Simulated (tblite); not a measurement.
# C5H14N2Si2: the cost of one run

Computed with tblite 0.8.0 and PySCF 2.14.0, with density-fitted response routines of our own, on a single molecule in the gas phase. Atoms count from 0, in the outputs and in this text.

## Step 1: The molecule as given

23 atoms, charge 0, multiplicity 1; geometry from: force field or distance geometry start.

Bonds of the start (Å): C0–C1 1.34, C1–C2 1.48, C2–C3 1.49, C3–N4 1.29, N4–Si5 1.73, Si5–N6 1.78, N6–C7 1.42, N6–Si8 1.79, C0–H9 1.09, C0–H10 1.10, C1–H11 1.11, C2–H12 1.12, C2–H13 1.08, C3–H14 1.09, Si5–H15 1.49, Si5–H16 1.45, C7–H17 1.13, C7–H18 1.11, C7–H19 1.11, Si8–H20 1.47, Si8–H21 1.49, Si8–H22 1.48.

## Step 2: Geometry optimisation with GFN2-xTB

Job settings and geometry (Å):

```
{"job": {"kind": "relax", "xc": "GFN2-xTB", "basis": "xTB"}, "charge": 0, "multiplicity": 1}
C      4.264100    -0.227300     0.305100
C      2.934100    -0.405100     0.337200
C      1.967600     0.648300    -0.037000
C      1.122200     0.189400    -1.174300
N     -0.012800    -0.365600    -0.917100
Si    -0.672400    -0.603900     0.668400
N     -2.310700     0.094400     0.702000
C     -3.338600    -0.875700     0.535600
Si    -2.437900     1.239700    -0.664700
H      4.880800    -1.075500     0.617700
H      4.703400     0.722700    -0.018300
H      2.523200    -1.382600     0.679100
H      2.601300     1.472700    -0.460800
H      1.443200     1.115300     0.788400
H      1.433700     0.289900    -2.218800
H     -0.799800    -2.066000     0.901400
H      0.071800    -0.030500     1.779300
H     -4.318500    -0.345400     0.716700
H     -3.317500    -1.719700     1.260200
H     -3.414900    -1.260000    -0.506900
H     -3.822600     1.731100    -0.754000
H     -1.477900     2.334600    -0.355300
H     -2.026300     0.546400    -1.901000
```

Launch:

```sh
OMP_NUM_THREADS=1 python probes_run.py task.json out
```

The driver reads the jobs from task.json and runs them one after another.

Q: Estimate the wall time and peak memory of this first job on 1 thread of Arm Neoverse N1, shared host.

About 3 s, with a peak of 0.18 GiB.
